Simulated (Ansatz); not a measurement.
Working through a formation energy from the elements of K3Ba and its elements

Computed with the Python package of Ansatz (0.2.0).

The cells in order, each with its output:

**Cell 1**
```python
from collections import Counter
from dataclasses import dataclass

import ansatz as az
import numpy as np
```

**Cell 2**
```python
@dataclass(frozen=True)
class Options:
    functional: str = "LDA"
    ecut: int = 420
    mixing_beta: float = 0.6
    kspacing: float = 0.39
    occupations: str = "cold"
    width_ev: float = 0.1
```

**Cell 3**
```python
opts = Options()
```

**Cell 4**
```python
PHASES = {
    "K3Ba": (
        [(0.0, 5.24363, 5.24363), (5.24363, 0.0, 5.24363), (5.24363, 5.24363, 0.0)],
        [
            ("K", (0.25, 0.25, 0.25)),
            ("K", (0.75, 0.75, 0.75)),
            ("K", (0.5, 0.5, 0.5)),
            ("Ba", (0.0, 0.0, 0.0)),
        ],
    ),
    "K": (
        [(-2.6125, 2.6125, 2.6125), (2.6125, -2.6125, 2.6125), (2.6125, 2.6125, -2.6125)],
        [
            ("K", (0.0, 0.0, 0.0)),
        ],
    ),
    "Ba": (
        [(-2.5065, 2.5065, 2.5065), (2.5065, -2.5065, 2.5065), (2.5065, 2.5065, -2.5065)],
        [
            ("Ba", (0.0, 0.0, 0.0)),
        ],
    ),
}
```

**Cell 5**
```python
def build(vectors, sites):
    crystal = az.Crystal(lattice=az.Lattice.of(vectors))
    for symbol, position in sites:
        crystal = crystal.atom(symbol, position)
    return crystal
```

**Cell 6**
```python
def compute(name, crystal):
    calc = (
        crystal.calculation()
        .functional(opts.functional)
        .basis(opts.ecut)  # cutoff of the orbital basis
        .mixing("broyden", ndim=6, beta=opts.mixing_beta)
        .initial_density(normalization="cell")
        .kpoints(spacing=opts.kspacing)  # sampling of the Brillouin zone
        .occupations(opts.occupations, width=opts.width_ev)  # fractional filling near the Fermi level
        .stress()  # GPa
    )
    calc = calc.relax(force_tolerance=0.01, cell=True)
    return calc.run()
```

**Cell 7**
```python
def counts(outcome):
    return Counter(site.symbol for site in outcome.lattice.sites)
```

**Cell 8**
```python
def formation_energy(outcome, mu):
    n = counts(outcome)
    return (outcome.report["energy_sigma0_ev"] - sum(k * mu[element] for element, k in n.items())) / sum(n.values())


def volume_per_atom(outcome):
    return abs(np.linalg.det(outcome.lattice.cell_ang)) / len(outcome.lattice.sites)
```

**Cell 9**
```python
phases = {name: build(*cell) for name, cell in PHASES.items()}
```

**Cell 10**
```python
done = {}
for name, crystal in phases.items():
    done[name] = compute(name, crystal)
    print(f"{name}: {done[name].report['energy_sigma0_ev']:.4f} eV, {len(done[name].lattice.sites)} atoms")

# energy of one atom in its reference phase
references = {"K": "K", "Ba": "Ba"}
mu = {element: done[name].report["energy_sigma0_ev"] / len(done[name].lattice.sites) for element, name in references.items()}
```
Output:
```text
K3Ba: -10267.8686 eV, 4 atoms
K: -1496.2497 eV, 1 atoms
Ba: -5779.5975 eV, 1 atoms
```

**Cell 11**
```python
target = done["K3Ba"]
heat = formation_energy(target, mu)
for element, value in mu.items():
    print(f"mu({element}) = {value:.4f} eV from {references[element]}, {volume_per_atom(done[references[element]]):.2f} A^3/atom")
print(f"formation energy of K3Ba: {heat:.4f} eV/atom = {96.4853 * heat:.1f} kJ/mol of atoms")
```
Output:
```text
mu(K) = -1496.2497 eV from K, 64.12 A^3/atom
mu(Ba) = -5779.5975 eV from Ba, 53.04 A^3/atom
formation energy of K3Ba: 0.1195 eV/atom = 11.5 kJ/mol of atoms
```

The formation energy is +0.119 eV an atom (+11.5 kJ per mole of atoms), so K3Ba lies above the reference phases.

These settings explore the input space; cutoff and mesh may be short of convergence. For the metals among these phases the mesh is modest: differences between phases can be off by up to 40 meV an atom. The cells come from databases of deposited and of computed structures, and not all need be stable phases. The compound is the structure given, not necessarily its lowest; energies are at zero temperature, with no correction for gases. A semilocal functional's error on such energies is often 0.05 to 0.1 eV an atom, and 0.1 to 0.3 eV against gases such as O2 or F2. Timing: 12 s on 1 thread of Arm Neoverse V1, with other jobs on the host, peak memory 0.45 GiB.

(Lines on the test bed's own set-up are left out of the output.)
